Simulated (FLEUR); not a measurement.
# BiTe (Fm-3m) in FLEUR: notebook

The runs below take BiTe through band structure, equation of state, with r2SCAN.

All numbers are computed with FLEUR MaX-R8.1 (later development tree); they aren't measurements. Logs are shortened: lines on timing, memory, paths and dates and some standing lists are left out, and cuts for length are marked.

### 1 The crystal as given

Symmetry: Fm-3m, No. 225, cubic system. The conventional cell has a = 6.470 Å, b = 6.470 Å, c = 6.470 Å, α = 90.00°, β = 90.00°, γ = 90.00°. Bi (site symmetry m-3m) is surrounded by 6 Te at 3.23 Å. Te (site symmetry m-3m) is surrounded by 6 Bi at 3.23 Å.

### 2 Band structure, r2SCAN

The input, inp.xml:

```xml
<?xml version="1.0" encoding="UTF-8" standalone="no"?>
<fleurInput fleurInputVersion="0.39">
   <comment>
      BiTe                                                                                                
   </comment>
   <calculationSetup>
      <cutoffs Kmax="4.1" Gmax="12.7" GmaxXC="12.7" numbands="0"/>
      <scfLoop itmax="80" minDistance="0.0001" maxIterBroyd="30" imix="Anderson" alpha="0.05" precondParam="0.0" spinf="2.0" sdNocoIR="T"/>
      <coreElectrons ctail="F" frcor="F" kcrel="0" coretail_lmax="0"/>
      <xcFunctional name="LibXC" relativisticCorrections="F">
         <LibXCName exchange="mgga_x_r2scan" correlation="mgga_c_r2scan"/>
         <AuxGGA exchange="117" correlation="130"/>
      </xcFunctional>
      <magnetism jspins="1"/>
      <soc l_soc="F" theta="0.0" phi="0.0" spav="F"/>
      <expertModes spex="0" secvar="F"/>
      <geometryOptimization l_f="F" forcealpha="1.0" forcemix="BFGS" epsdisp="0.00001" epsforce="0.00001"/>
      <ldaU l_linMix="F" mixParam="0.05" spinf="1.0"/>
   </calculationSetup>
   <cell>
      <bzIntegration valenceElectrons="43.0" mode="hist" fermiSmearingEnergy="0.00183747">
         <kPointListSelection listName="default-1"/>
         <!-- k-points included here -->
         <xi:include xmlns:xi="http://www.w3.org/2001/XInclude" href="kpts.xml"> </xi:include>
      </bzIntegration>
[... 35 lines left out ...]
         </electronConfig>
         <energyParameters s="5" p="5" d="5" f="4"/>
         <lo type="SCLO" l="1" n="4" eDeriv="0"/>
         <lo type="SCLO" l="1" n="4" eDeriv="1"/>
         <lo type="SCLO" l="2" n="4" eDeriv="0"/>
         <lo type="SCLO" l="2" n="4" eDeriv="1"/>
         <lo type="SCLO" l="0" n="5" eDeriv="2"/>
         <lo type="SCLO" l="3" n="4" eDeriv="2"/>
      </species>
   </atomSpecies>
   <atomGroups>
      <atomGroup species="Bismuth (Bi)">
         <relPos label="                   1">.0000000000 .0000000000 .0000000000</relPos>
         <force calculate="T" relaxXYZ="TTT"/>
      </atomGroup>
      <atomGroup species="Tellurium (Te)">
         <relPos label="                   2">1.000/2.000 1.000/2.000 1.000/2.000</relPos>
         <force calculate="T" relaxXYZ="TTT"/>
      </atomGroup>
   </atomGroups>
   <output dos="F" band="F" slice="F">
      <checks vchk="F" cdinf="F"/>
      <bandDOS minEnergy="-.5*Htr" maxEnergy="0.5*Htr" sigma="0.015" storeEVData="T"/>
      <vacuumDOS vacdos="F" integ="F" star="F" nstars="0" locx1="0.0" locy1="0.0" locx2="0.0" locy2="0.0" nstm="0" tworkf="0.0"/>
      <unfoldingBand unfoldBand="F" supercellX="1" supercellY="1" supercellZ="1"/>
      <plotting iplot="0" polar="F">
         <plot TwoD="T" vec1="  1.0  0.0  0.0" vec2="  0.0  1.0  0.0" vec3="  0.0  0.0  1.0" zero="  0.0  0.0  0.0" file="plot"/>
      </plotting>
      <chargeDensitySlicing numkpt="0" minEigenval="0.0" maxEigenval="0.0" nnne="0" pallst="F"/>
      <specialOutput eonly="F"/>
      <moessbauerParams electricFieldGradient="T" isomerShift="T" coreHyperfine="T" valenceHyperfine="T"/>
      <magneticCircularDichroism mcd="F" energyLo="-10.0" energyUp="0.0"/>
   </output>
  <!-- We include the file relax.xml here to enable relaxations (see documentation) -->
  <xi:include xmlns:xi="http://www.w3.org/2001/XInclude" href="relax.xml"> <xi:fallback/> </xi:include>
</fleurInput>
```

The input, crystal.txt:

```
BiTe
&input cartesian=F /
0.0000000000  3.2350000000  3.2350000000
3.2350000000  0.0000000000  3.2350000000
3.2350000000  3.2350000000  0.0000000000
1.8897261246
1.0 1.0 1.0

2
83 0.0000000000  0.0000000000  0.0000000000
52 0.5000000000  0.5000000000  0.5000000000

&kpt div1=7 div2=7 div3=7 gamma=T /
```

The input, inp.xml (bands):

```
<?xml version="1.0" encoding="UTF-8" standalone="no"?>
<fleurInput fleurInputVersion="0.39">
   <comment>
      BiTe                                                                                                
   </comment>
   <calculationSetup>
      <cutoffs Kmax="4.1" Gmax="12.7" GmaxXC="12.7" numbands="0"/>
      <scfLoop itmax="80" minDistance="0.0001" maxIterBroyd="30" imix="Anderson" alpha="0.05" precondParam="0.0" spinf="2.0" sdNocoIR="T"/>
      <coreElectrons ctail="F" frcor="F" kcrel="0" coretail_lmax="0"/>
      <xcFunctional name="LibXC" relativisticCorrections="F">
         <LibXCName exchange="mgga_x_r2scan" correlation="mgga_c_r2scan"/>
         <AuxGGA exchange="117" correlation="130"/>
      </xcFunctional>
      <magnetism jspins="1"/>
      <soc l_soc="F" theta="0.0" phi="0.0" spav="F"/>
      <expertModes spex="0" secvar="F"/>
      <geometryOptimization l_f="F" forcealpha="1.0" forcemix="BFGS" epsdisp="0.00001" epsforce="0.00001"/>
      <ldaU l_linMix="F" mixParam="0.05" spinf="1.0"/>
   </calculationSetup>
   <cell>
      <bzIntegration valenceElectrons="43.0" mode="hist" fermiSmearingEnergy="0.00183747">
         <kPointListSelection listName="path-1"/>
         <!-- k-points included here -->
         <xi:include xmlns:xi="http://www.w3.org/2001/XInclude" href="kpts.xml"> </xi:include>
      </bzIntegration>
      <!-- symmetry operations included here -->
[... 34 lines left out ...]
         </electronConfig>
         <energyParameters s="5" p="5" d="5" f="4"/>
         <lo type="SCLO" l="1" n="4" eDeriv="0"/>
         <lo type="SCLO" l="1" n="4" eDeriv="1"/>
         <lo type="SCLO" l="2" n="4" eDeriv="0"/>
         <lo type="SCLO" l="2" n="4" eDeriv="1"/>
         <lo type="SCLO" l="0" n="5" eDeriv="2"/>
         <lo type="SCLO" l="3" n="4" eDeriv="2"/>
      </species>
   </atomSpecies>
   <atomGroups>
      <atomGroup species="Bismuth (Bi)">
         <relPos label="                   1">.0000000000 .0000000000 .0000000000</relPos>
         <force calculate="T" relaxXYZ="TTT"/>
      </atomGroup>
      <atomGroup species="Tellurium (Te)">
         <relPos label="                   2">1.000/2.000 1.000/2.000 1.000/2.000</relPos>
         <force calculate="T" relaxXYZ="TTT"/>
      </atomGroup>
   </atomGroups>
   <output dos="F" band="T" slice="F">
      <checks vchk="F" cdinf="F"/>
      <bandDOS minEnergy="-.5*Htr" maxEnergy="0.5*Htr" sigma="0.015" storeEVData="T"/>
      <vacuumDOS vacdos="F" integ="F" star="F" nstars="0" locx1="0.0" locy1="0.0" locx2="0.0" locy2="0.0" nstm="0" tworkf="0.0"/>
      <unfoldingBand unfoldBand="F" supercellX="1" supercellY="1" supercellZ="1"/>
      <plotting iplot="0" polar="F">
         <plot TwoD="T" vec1="  1.0  0.0  0.0" vec2="  0.0  1.0  0.0" vec3="  0.0  0.0  1.0" zero="  0.0  0.0  0.0" file="plot"/>
      </plotting>
      <chargeDensitySlicing numkpt="0" minEigenval="0.0" maxEigenval="0.0" nnne="0" pallst="F"/>
      <specialOutput eonly="F"/>
      <moessbauerParams electricFieldGradient="T" isomerShift="T" coreHyperfine="T" valenceHyperfine="T"/>
      <magneticCircularDichroism mcd="F" energyLo="-10.0" energyUp="0.0"/>
   </output>
  <!-- We include the file relax.xml here to enable relaxations (see documentation) -->
  <xi:include xmlns:xi="http://www.w3.org/2001/XInclude" href="relax.xml"> <xi:fallback/> </xi:include>
</fleurInput>
```

Potentials or basis: all-electron, FLAPW.

Started as:

```sh
$ inpgen -f crystal.txt -profile fastHighL
$ # inp.xml edited to the form shown
$ fleur_MPI
$ fleur_MPI   # second run, on inp.xml (bands)
```

Log:

```text
Welcome to FLEUR        (www.flapw.de)
      MaX-Release 8.1          (www.max-centre.eu)
 func_ids         498         497         498         497
 MetaGGA potential functional detected - V_tau will be computed
 Auxiliary Potential for radial basis: exchange=         117  correlation=         130
The functional 'Re-regularized SCAN exchange by Furness et al' is an exchange functional, it belongs to the 'MGGA' family and is defined in the reference(s):
[1] J. W. Furness, A. D. Kaplan, J. Ning, J. P. Perdew, and J. Sun.,  J. Phys. Chem. Lett. 11, 8208-8215 (2020)
[2] J. W. Furness, A. D. Kaplan, J. Ning, J. P. Perdew, and J. Sun.,  J. Phys. Chem. Lett. 11, 9248-9248 (2020)
The functional 'Re-regularized SCAN correlation by Furness et al' is a correlation functional, it belongs to the 'MGGA' family and is defined in the reference(s):
[1] J. W. Furness, A. D. Kaplan, J. Ning, J. P. Perdew, and J. Sun.,  J. Phys. Chem. Lett. 11, 8208-8215 (2020)
[2] J. W. Furness, A. D. Kaplan, J. Ning, J. P. Perdew, and J. Sun.,  J. Phys. Chem. Lett. 11, 9248-9248 (2020)
 Using same functional for VXC and EXC

 ========== k-point set info ==========
 Selected k-point list: default-1
 k-point list type: mesh
 7 x 7 x 7
 Number of k points: 20

 ------------Calculation Setup---------------------------
 Number of MPI-tasks      :            1
 Number of PE/node        :            1
 Number of OMP-threads    :            1
 Most efficient MPI parallelization for:
           1           2           4           5          10          20
 Additional eigenvalue parallelization possible
 Number of basis functions:          625
 Approximate size of matrices (H+S) per k-point:         0.006 GB
 --------------------------------------------------------
The functional 'Hammer, Hansen, and Norskov' is an exchange functional, it belongs to the 'GGA' family and is defined in the reference(s):
[1] B. Hammer, L. B. Hansen, and J. K. Nørskov.,  Phys. Rev. B 59, 7413 (1999)
The functional 'Perdew, Burke & Ernzerhof' is a correlation functional, it belongs to the 'GGA' family and is defined in the reference(s):
[1] J. P. Perdew, K. Burke, and M. Ernzerhof.,  Phys. Rev. Lett. 77, 3865 (1996)
[2] J. P. Perdew, K. Burke, and M. Ernzerhof.,  Phys. Rev. Lett. 78, 1396 (1997)
 Using same functional for VXC and EXC
 Using auxiliary GGA potential for the first iteration of MetaGGA calculation.
 Reset of history
 Reset of history
 Iteration:     1   Distance:      40.65396469 me/bohr^3
The functional 'Hammer, Hansen, and Norskov' is an exchange functional, it belongs to the 'GGA' family and is defined in the reference(s):
[1] B. Hammer, L. B. Hansen, and J. K. Nørskov.,  Phys. Rev. B 59, 7413 (1999)
The functional 'Perdew, Burke & Ernzerhof' is a correlation functional, it belongs to the 'GGA' family and is defined in the reference(s):
[1] J. P. Perdew, K. Burke, and M. Ernzerhof.,  Phys. Rev. Lett. 77, 3865 (1996)
[2] J. P. Perdew, K. Burke, and M. Ernzerhof.,  Phys. Rev. Lett. 78, 1396 (1997)
 Using same functional for VXC and EXC
 Iteration:     2   Distance:      38.53468588 me/bohr^3
The functional 'Hammer, Hansen, and Norskov' is an exchange functional, it belongs to the 'GGA' family and is defined in the reference(s):
[1] B. Hammer, L. B. Hansen, and J. K. Nørskov.,  Phys. Rev. B 59, 7413 (1999)
The functional 'Perdew, Burke & Ernzerhof' is a correlation functional, it belongs to the 'GGA' family and is defined in the reference(s):
[1] J. P. Perdew, K. Burke, and M. Ernzerhof.,  Phys. Rev. Lett. 77, 3865 (1996)
[2] J. P. Perdew, K. Burke, and M. Ernzerhof.,  Phys. Rev. Lett. 78, 1396 (1997)
 Using same functional for VXC and EXC
 Iteration:     3   Distance:      36.59405511 me/bohr^3
The functional 'Hammer, Hansen, and Norskov' is an exchange functional, it belongs to the 'GGA' family and is defined in the reference(s):
[1] B. Hammer, L. B. Hansen, and J. K. Nørskov.,  Phys. Rev. B 59, 7413 (1999)
The functional 'Perdew, Burke & Ernzerhof' is a correlation functional, it belongs to the 'GGA' family and is defined in the reference(s):
[1] J. P. Perdew, K. Burke, and M. Ernzerhof.,  Phys. Rev. Lett. 77, 3865 (1996)
[2] J. P. Perdew, K. Burke, and M. Ernzerhof.,  Phys. Rev. Lett. 78, 1396 (1997)
 Using same functional for VXC and EXC
 Iteration:     4   Distance:       2.39694342 me/bohr^3
The functional 'Hammer, Hansen, and Norskov' is an exchange functional, it belongs to the 'GGA' family and is defined in the reference(s):
[1] B. Hammer, L. B. Hansen, and J. K. Nørskov.,  Phys. Rev. B 59, 7413 (1999)
The functional 'Perdew, Burke & Ernzerhof' is a correlation functional, it belongs to the 'GGA' family and is defined in the reference(s):
[1] J. P. Perdew, K. Burke, and M. Ernzerhof.,  Phys. Rev. Lett. 77, 3865 (1996)
[2] J. P. Perdew, K. Burke, and M. Ernzerhof.,  Phys. Rev. Lett. 78, 1396 (1997)
 Using same functional for VXC and EXC
 Iteration:     5   Distance:       0.45548796 me/bohr^3
The functional 'Hammer, Hansen, and Norskov' is an exchange functional, it belongs to the 'GGA' family and is defined in the reference(s):
[1] B. Hammer, L. B. Hansen, and J. K. Nørskov.,  Phys. Rev. B 59, 7413 (1999)
The functional 'Perdew, Burke & Ernzerhof' is a correlation functional, it belongs to the 'GGA' family and is defined in the reference(s):
[1] J. P. Perdew, K. Burke, and M. Ernzerhof.,  Phys. Rev. Lett. 77, 3865 (1996)
[2] J. P. Perdew, K. Burke, and M. Ernzerhof.,  Phys. Rev. Lett. 78, 1396 (1997)
 Using same functional for VXC and EXC
 Iteration:     6   Distance:       0.42012241 me/bohr^3
The functional 'Hammer, Hansen, and Norskov' is an exchange functional, it belongs to the 'GGA' family and is defined in the reference(s):
[1] B. Hammer, L. B. Hansen, and J. K. Nørskov.,  Phys. Rev. B 59, 7413 (1999)
The functional 'Perdew, Burke & Ernzerhof' is a correlation functional, it belongs to the 'GGA' family and is defined in the reference(s):
[1] J. P. Perdew, K. Burke, and M. Ernzerhof.,  Phys. Rev. Lett. 77, 3865 (1996)
[2] J. P. Perdew, K. Burke, and M. Ernzerhof.,  Phys. Rev. Lett. 78, 1396 (1997)
 Using same functional for VXC and EXC
[... 26 lines left out ...]
[2] J. P. Perdew, K. Burke, and M. Ernzerhof.,  Phys. Rev. Lett. 78, 1396 (1997)
 Using same functional for VXC and EXC
 Iteration:    11   Distance:       0.00119918 me/bohr^3
The functional 'Hammer, Hansen, and Norskov' is an exchange functional, it belongs to the 'GGA' family and is defined in the reference(s):
[1] B. Hammer, L. B. Hansen, and J. K. Nørskov.,  Phys. Rev. B 59, 7413 (1999)
The functional 'Perdew, Burke & Ernzerhof' is a correlation functional, it belongs to the 'GGA' family and is defined in the reference(s):
[1] J. P. Perdew, K. Burke, and M. Ernzerhof.,  Phys. Rev. Lett. 77, 3865 (1996)
[2] J. P. Perdew, K. Burke, and M. Ernzerhof.,  Phys. Rev. Lett. 78, 1396 (1997)
 Using same functional for VXC and EXC
 Iteration:    12   Distance:       0.00087390 me/bohr^3
The functional 'Hammer, Hansen, and Norskov' is an exchange functional, it belongs to the 'GGA' family and is defined in the reference(s):
[1] B. Hammer, L. B. Hansen, and J. K. Nørskov.,  Phys. Rev. B 59, 7413 (1999)
The functional 'Perdew, Burke & Ernzerhof' is a correlation functional, it belongs to the 'GGA' family and is defined in the reference(s):
[1] J. P. Perdew, K. Burke, and M. Ernzerhof.,  Phys. Rev. Lett. 77, 3865 (1996)
[2] J. P. Perdew, K. Burke, and M. Ernzerhof.,  Phys. Rev. Lett. 78, 1396 (1997)
 Using same functional for VXC and EXC
 Iteration:    13   Distance:       0.00023366 me/bohr^3
The functional 'Hammer, Hansen, and Norskov' is an exchange functional, it belongs to the 'GGA' family and is defined in the reference(s):
[1] B. Hammer, L. B. Hansen, and J. K. Nørskov.,  Phys. Rev. B 59, 7413 (1999)
The functional 'Perdew, Burke & Ernzerhof' is a correlation functional, it belongs to the 'GGA' family and is defined in the reference(s):
[1] J. P. Perdew, K. Burke, and M. Ernzerhof.,  Phys. Rev. Lett. 77, 3865 (1996)
[2] J. P. Perdew, K. Burke, and M. Ernzerhof.,  Phys. Rev. Lett. 78, 1396 (1997)
 Using same functional for VXC and EXC
 Iteration:    14   Distance:       0.00013133 me/bohr^3
The functional 'Hammer, Hansen, and Norskov' is an exchange functional, it belongs to the 'GGA' family and is defined in the reference(s):
[1] B. Hammer, L. B. Hansen, and J. K. Nørskov.,  Phys. Rev. B 59, 7413 (1999)
The functional 'Perdew, Burke & Ernzerhof' is a correlation functional, it belongs to the 'GGA' family and is defined in the reference(s):
[1] J. P. Perdew, K. Burke, and M. Ernzerhof.,  Phys. Rev. Lett. 77, 3865 (1996)
[2] J. P. Perdew, K. Burke, and M. Ernzerhof.,  Phys. Rev. Lett. 78, 1396 (1997)
 Using same functional for VXC and EXC
 Iteration:    15   Distance:       0.00004192 me/bohr^3

 ********************************************************************
 Run finished successfully
 Stop message:
   all done
 ********************************************************************
```

Run time: 46 s. Hardware: 1 thread of Intel Xeon 6975P-C (Granite Rapids), shared host; peak memory 0.09 GiB.

What came out:

```yaml
Free_energy: -772143.2889 eV
Band_gap_along_the_path: none (metal or under the smearing width)
Valence_electrons_inside_the_program's_atomic_spheres: Bi 18.75; Te 20.06 (radii Bi 2.66, Te 2.66 bohr)
```

Levels at the corners of the path, in eV from the Fermi level:
```tsv
point	band 19	band 20	band 21	band 22	band 23	band 24
Γ	-2.85	-2.85	-2.85	2.19	2.19	2.19
X	-6.01	-4.34	-4.34	2.45	3.72	3.72
W	-5.31	-5.31	-1.77	-0.30	4.13	4.13
K	-5.64	-3.82	-3.69	1.99	2.09	4.07
Γ	-2.85	-2.85	-2.85	2.19	2.19	2.19
L	-2.16	-2.16	-1.69	-0.75	-0.74	-0.74
U	-5.64	-3.82	-3.69	1.99	2.09	4.07
W	-5.31	-5.31	-1.77	-0.30	4.13	4.13
L	-2.16	-2.16	-1.69	-0.75	-0.74	-0.74
K	-5.64	-3.82	-3.69	1.99	2.09	4.07
U	-5.64	-3.82	-3.69	1.99	2.09	4.07
X	-6.01	-4.34	-4.34	2.45	3.72	3.72
```

Core levels (eV from the Fermi level):
| atom | levels |
| --- | --- |
| 1 Bi | 1s1/2 -90523.4, 2s1/2 -16247.1, 2p1/2 -15606.2, 2p3/2 -13286.1, 3s1/2 -3918.8, 3p1/2 -3630.0, 3p3/2 -3110.4, 4s1/2 -896.9, 3d3/2 -2638.9, 3d5/2 -2528.8, 4p1/2 -771.4, 4p3/2 -643.4, 5s1/2 -153.6, 4d3/2 -439.8, 4d5/2 -415.9, 4f5/2 -151.7, 4f7/2 -146.2 |
| 2 Te | 1s1/2 -31604.9, 2s1/2 -4841.6, 2p1/2 -4535.3, 2p3/2 -4260.8, 3s1/2 -960.2, 3p1/2 -834.4, 3p3/2 -783.2, 4s1/2 -160.0, 3d3/2 -561.6, 3d5/2 -550.9 |

Caveat: the meta-GGA is that of a development version, with a GGA for the radial functions and cores and without core tails; spin-orbit coupling is left out, which moves the levels of the heavy elements.

### 3 Equation of state, r2SCAN, 31.82 Å³/atom (volume scaled by 0.94)

Changes to inp.xml since step 2:

```diff
@@ -27,3 +27,3 @@
       <xi:include xmlns:xi="http://www.w3.org/2001/XInclude" href="sym.xml"> </xi:include>
-      <bulkLattice scale="1.0">
+      <bulkLattice scale="0.9795861087">
          <bravaisMatrix>
```

Potentials or basis: all-electron, FLAPW.

Started as:

```sh
$ inpgen -f crystal.txt -profile fastHighL
$ # inp.xml edited to the form shown
$ fleur_MPI
```

Wall time 35 s (1 thread of Intel Xeon 6975P-C (Granite Rapids), shared host); peak memory 0.09 GiB.

Results (log left out):

- Free energy: -772143.2410 eV
- Band gap on the k mesh: none (metal or under the smearing width)
- Valence electrons inside the program's atomic spheres: Bi 18.80; Te 20.11 (radii Bi 2.66, Te 2.66 bohr)

Caveat: the meta-GGA is that of a development version, with a GGA for the radial functions and cores and without core tails; spin-orbit coupling is left out, which moves the levels of the heavy elements.

### 4 Equation of state, r2SCAN, 32.50 Å³/atom (volume scaled by 0.96)

Changes to inp.xml since step 3:

```diff
@@ -27,3 +27,3 @@
       <xi:include xmlns:xi="http://www.w3.org/2001/XInclude" href="sym.xml"> </xi:include>
-      <bulkLattice scale="0.9795861087">
+      <bulkLattice scale="0.9864848297">
          <bravaisMatrix>
```

Started as:

```sh
$ inpgen -f crystal.txt -profile fastHighL
$ # inp.xml edited to the form shown
$ fleur_MPI
```

Wall time 48 s (1 thread of Intel Xeon 6975P-C (Granite Rapids), shared host); peak memory 0.1 GiB.

The run converged. Its results:

- Free energy: -772143.2674 eV
- Band gap on the k mesh: none (metal or under the smearing width)
- Valence electrons inside the program's atomic spheres: Bi 18.78; Te 20.09 (radii Bi 2.66, Te 2.66 bohr)

Caveat: the meta-GGA is that of a development version, with a GGA for the radial functions and cores and without core tails; spin-orbit coupling is left out, which moves the levels of the heavy elements.

### 5 Equation of state, r2SCAN, 33.86 Å³/atom

Changes to inp.xml since step 4:

```diff
@@ -27,3 +27,3 @@
       <xi:include xmlns:xi="http://www.w3.org/2001/XInclude" href="sym.xml"> </xi:include>
-      <bulkLattice scale="0.9864848297">
+      <bulkLattice scale="1.0000000000">
          <bravaisMatrix>
```

Started as:

```sh
$ inpgen -f crystal.txt -profile fastHighL
$ # inp.xml edited to the form shown
$ fleur_MPI
```

It took 38 s on 1 thread of Intel Xeon 6975P-C (Granite Rapids), shared host; peak memory 0.09 GiB.

It converged, with:

```
Free energy                                           : -772143.2889 eV
Band gap on the k mesh                                : none (metal or under the smearing width)
Valence electrons inside the program's atomic spheres : Bi 18.75; Te 20.06 (radii Bi 2.66, Te 2.66 bohr)
```

Caveat: the meta-GGA is that of a development version, with a GGA for the radial functions and cores and without core tails; spin-orbit coupling is left out, which moves the levels of the heavy elements.

[end of part 1 of 2]
